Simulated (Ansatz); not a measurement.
# MgB2: equation of state

One table from this session's results is given with a row withheld; the runs are named, their logs left out.

Program: Ansatz 0.2.0. Level of theory: DFT LDA, scalar-relativistic. These are calculated values, not measurements.

### The starting structure

It takes space group P6/mmm (No. 191, hexagonal). The conventional cell has a = 3.085 Å, b = 3.085 Å, c = 3.523 Å, α = 90.00°, β = 90.00°, γ = 120.00°. Around Mg (site symmetry 6/mmm) lie 12 B at 2.51 Å. B (site symmetry -6m2) is surrounded by 3 B at 1.78 Å and 6 Mg at 2.51 Å.

Structure file:

```xyz
3
Lattice="3.0850 0.0000 0.0000 -1.5425 2.6717 0.0000 0.0000 0.0000 3.5230" Properties=species:S:1:pos:R:3 pbc="T T T"
Mg    0.0000    0.0000    0.0000
B     0.0000    1.7811    1.7615
B     1.5425    0.8906    1.7615
```

The cell comes from a crystallographic database entry that wasn't checked; take it as a given geometry, which may be far from equilibrium.

Atoms are numbered in the order of the input: Mg1, B2, B3.

Set-up of the first run:

File input.yaml:

```yaml
crystal:
  lattice:
    - [3.0220238365, 0.0, 0.0]
    - [-1.5110119183, 2.6171494133, 0.0]
    - [0.0, 0.0, 3.451081861]
  atoms:
    - { symbol: Mg, position: [0.0, 0.0, 0.0] }
    - { symbol: B, position: [0.3333333333, 0.6666666667, 0.5] }
    - { symbol: B, position: [0.6666666667, 0.3333333333, 0.5] }
kpoints:
  mp_grid: { grid: [15, 15, 12] }
  band_path:
    path:
      - [0.0, 0.0, 0.0]
      - [0.5, 0.0, 0.0]
      - [0.3333333333, 0.3333333333, 0.0]
      - [0.0, 0.0, 0.0]
      - [0.0, 0.0, 0.5]
      - [0.5, 0.0, 0.5]
      - [0.3333333333, 0.3333333333, 0.5]
      - [0.0, 0.0, 0.5]
      - [0.5, 0.0, 0.5]
    npoints: 5
scf:
  occupations: { method: fermi_dirac, width: 0.05 }
hamiltonian:
  xc: lda
  pseudopotentials: { kind: all_electron, lapw: { basis_error: 0.0005 } }
output:
  forces: true
  stress: true
  eigenvalues: true
```

Command:

```sh
$ ansatz run input.yaml --threads 1 --pin off --max-ram 4096MiB --backend cpu --events-out ev --progress --plain --runs-dir out
```

Among the steps run: Volume × 0.94, LAPW; Volume × 0.94, PAW; Volume × 0.94, crystal datasets; Volume × 0.98, LAPW; Volume × 0.98, PAW; Volume × 0.98, crystal datasets; Volume × 1.01, LAPW; Volume × 1.01, PAW; Volume × 1.01, crystal datasets; Volume × 1.04, LAPW; Volume × 1.04, PAW; Volume × 1.04, crystal datasets.

One of the session's tables, all rows but one given; the rest of the session is left out.

| method | volume (Å³/atom) | pressure (GPa) |
| --- | --- | --- |
| LAPW | 9.098 | 1.87 |
| LAPW | 9.485 | -4.75 |
| LAPW | 9.679 | -7.61 |
| LAPW | 9.776 | -8.94 |
| LAPW | 10.066 | -12.56 |
| PAW | 9.098 | 1.87 |
| PAW | 9.485 | -4.75 |
| PAW | 9.679 | ? |
| PAW | 9.776 | -8.93 |
| PAW | 10.066 | -12.56 |
| crystal datasets | 9.098 | 1.87 |
| crystal datasets | 9.485 | -4.75 |
| crystal datasets | 9.679 | -7.61 |
| crystal datasets | 9.776 | -8.94 |
| crystal datasets | 10.066 | -12.56 |

Estimate the missing values for PAW, 9.679.

As computed: pressure (GPa): -7.60. In the column «pressure (GPa)» it lies between crystal datasets, 9.679 (-7.61) and LAPW, 9.485 (-4.75).

To keep in mind: Shape and positions are held, so a fully relaxed modulus can be lower. Warnings in the runs' records: crystal datasets made.
